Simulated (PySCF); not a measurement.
**S⁺ (quartet): changing the method**

What do other methods print for S⁺ (quartet)?

Computed with PySCF 2.14.0. Level: method and basis as typed in the scripts.

5 further runs of the same task are left out: 5 that didn't finish.

## 1. The atom

S⁺ (quartet): 1 atom, charge 1, spin multiplicity 4.

## 2. Base script

input.py

```python
from pyscf import gto, scf, cc

mol = gto.M(
    atom='S 0 0 0',
    basis='aug-cc-pvdz',
    charge=1,
    spin=3,
    verbose=4,
)
mf = scf.UHF(mol)
mf.kernel()
mycc = cc.CCSD(mf)
mycc.kernel()
mycc.ccsd_t()
mf.dip_moment()
print('orbital energies (hartree):', [e[max(0, n-3):n+3].round(4) for e, n in zip(mf.mo_energy, mol.nelec)])
```

The run is started by

```console
python input.py
```

The log of this run is left out.

In short: E(SCF) = -397.159772 Eh, 7 cycles, E(CCSD) − E(SCF) = -0.09445 Eh, (T) = -0.00134 Eh, ⟨S²⟩ = 3.751.

The quartet is typed in the script; nothing here shows that it is the ground state.

## 3. RHF

Run 1 changes SCF type: UHF → RHF.

input.py

```python
from pyscf import gto, scf, cc

mol = gto.M(
    atom='S 0 0 0',
    basis='aug-cc-pvdz',
    charge=1,
    spin=3,
    verbose=4,
)
mf = scf.RHF(mol)
mf.kernel()
mycc = cc.CCSD(mf)
mycc.kernel()
mycc.ccsd_t()
mf.dip_moment()
print('orbital energies (hartree):', mf.mo_energy[..., max(0, mol.nelec[1]-3):mol.nelec[0]+3].round(4))
```

The run is started by

```console
python input.py
```

## 4. Stability test

Run 2 changes step after the SCF: ccsd(t) → stability.

input.py: that of step 2 with these lines changed.

```diff
@@ -1,2 +1,2 @@
-from pyscf import gto, scf, cc
+from pyscf import gto, scf
 
@@ -11,5 +11,3 @@
 mf.kernel()
-mycc = cc.CCSD(mf)
-mycc.kernel()
-mycc.ccsd_t()
+mf.stability(internal=True, external=True)
 mf.dip_moment()
```

## 5. Population analysis

Run 3 changes step after the SCF: ccsd(t) → analyze.

input.py

```python
from pyscf import gto, scf

mol = gto.M(
    atom='S 0 0 0',
    basis='aug-cc-pvdz',
    charge=1,
    spin=3,
    verbose=4,
)
mf = scf.UHF(mol)
mf.kernel()
mf.analyze()
print('orbital energies (hartree):', [e[max(0, n-3):n+3].round(4) for e, n in zip(mf.mo_energy, mol.nelec)])
```

## 6. TDA

Run 4 changes step after the SCF: ccsd(t) → tda; number of roots: none → 6.

input.py: that of step 2 with these lines changed.

```diff
@@ -1,2 +1,2 @@
-from pyscf import gto, scf, cc
+from pyscf import gto, scf, tdscf
 
@@ -11,5 +11,6 @@
 mf.kernel()
-mycc = cc.CCSD(mf)
-mycc.kernel()
-mycc.ccsd_t()
+td = tdscf.TDA(mf)
+td.nstates = 6
+td.kernel()
+td.analyze()
 mf.dip_moment()
```

What does the calculation give? Wanted: for each run, E(SCF); from base; gap, α spin; after the SCF.

**Answer**, as computed:

```tsv
run	E(SCF) (hartree)	from base (eV)	cycles	gap, α spin (eV)	after the SCF
base	-397.159772	0	7	20.47	CCSD(T) correlation -2.607 eV
RHF	-397.159422	+0.0095	7	n/a	CCSD(T) correlation -2.616 eV
stability test	-397.159772	0.0000	7	20.47	stable
population analysis	-397.159772	0.0000	7	20.47	n/a
TDA	-397.159772	0.0000	7	20.47	lowest root found 9.11 eV
```

In words: Total energies from different bases, Hamiltonians or methods carry different errors, so properties are taken as differences within one set-up.
